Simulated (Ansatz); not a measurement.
# CH7AlSn: basis-set convergence

One table from this session's results is given with a row withheld; the runs are named, their logs left out.

The runs use Ansatz 0.2.0, Gaussian basis; one geometry, several basis sets.

Levels to be run: PBE0-D4/def2-SVP; ωB97M-V/def2-SVP; PBE0-D4/def2-QZVPP; ωB97M-V/def2-QZVPP; the functionals' def2-TZVPP values are taken from earlier runs.

**Structure used throughout**

The geometry comes from an earlier relaxation with PBE0-D4 in a triple-zeta def2 set; it is a stationary point, not always the lowest conformer. Sn takes the def2 core potential; no spin-orbit term is included.

SMILES `[CH3][AlH][SnH3]`, 10 atoms, charge 0, spin multiplicity 1.

Atoms are counted from 1 here; the program's logs count them from 0.

Bond lengths: C1–Al2 1.951 Å, C1–H4 1.096 Å, C1–H5 1.092 Å, C1–H6 1.096 Å, Al2–Sn3 2.662 Å, Al2–H7 1.592 Å, Sn3–H8 1.714 Å, Sn3–H9 1.714 Å, Sn3–H10 1.714 Å. Angles: Al2–C1–H4 110.1°, Al2–C1–H5 113.7°, Al2–C1–H6 110.3°, H4–C1–H5 108.1°, H4–C1–H6 106.3°, H5–C1–H6 108.2°, C1–Al2–Sn3 122.1°, C1–Al2–H7 119.4°, Sn3–Al2–H7 118.4°, Al2–Sn3–H8 112.5°, Al2–Sn3–H9 113.7°, Al2–Sn3–H10 112.5°, H8–Sn3–H9 106.0°, H8–Sn3–H10 105.6°, H9–Sn3–H10 106.0°.

The first run:

in.yaml

```yaml
crystal:
  periodic: [false, false, false]
  atoms:
    - {symbol: C, position_ang: [-1.360727, 1.231796, -0.839643]}
    - {symbol: Al, position_ang: [0.207067, 0.072799, -0.909783]}
    - {symbol: Sn, position_ang: [1.144142, -1.172592, 1.248567]}
    - {symbol: H, position_ang: [-1.092284, 2.247382, -1.151871]}
    - {symbol: H, position_ang: [-1.817350, 1.291730, 0.149958]}
    - {symbol: H, position_ang: [-2.122091, 0.884769, -1.546920]}
    - {symbol: H, position_ang: [0.961115, -0.140527, -2.295340]}
    - {symbol: H, position_ang: [1.172777, -2.876417, 1.063269]}
    - {symbol: H, position_ang: [0.233629, -0.867276, 2.668165]}
    - {symbol: H, position_ang: [2.756822, -0.722866, 1.616502]}
basis:
  gaussian: {orbitals: def2-SVP}
hamiltonian: {xc: pbe0, dispersion: d4}
output: {orbitals: {seedname: orbitals}}
```

Run with:

```
$ ansatz run in.yaml --threads 2 --pin off --events-out ev --progress --plain --max-ram 4352MiB
```

Steps of the session up to this table: PBE0-D4 in def2-SVP; ωB97M-V in def2-SVP; PBE0-D4 in def2-QZVPP; ωB97M-V in def2-QZVPP.

One table of the session follows, with a row left open; its other results are not shown here.

It belongs to the step «Functionals by basis». 

| functional | basis | HOMO (eV) | LUMO (eV) |
| --- | --- | --- | --- |
| PBE0-D4 | def2-SVP | -7.16 | -1.84 |
| PBE0-D4 | def2-TZVPP | -7.18 | -1.87 |
| PBE0-D4 | def2-QZVPP | -7.18 | -1.88 |
| ωB97M-V | def2-SVP | -9.09 | -0.16 |
| ωB97M-V | def2-TZVPP | ? | ? |
| ωB97M-V | def2-QZVPP | -9.14 | -0.35 |

Q: Estimate the row for ωB97M-V, def2-TZVPP from the others.

**Answer.** HOMO (eV): -9.14; LUMO (eV): -0.26.
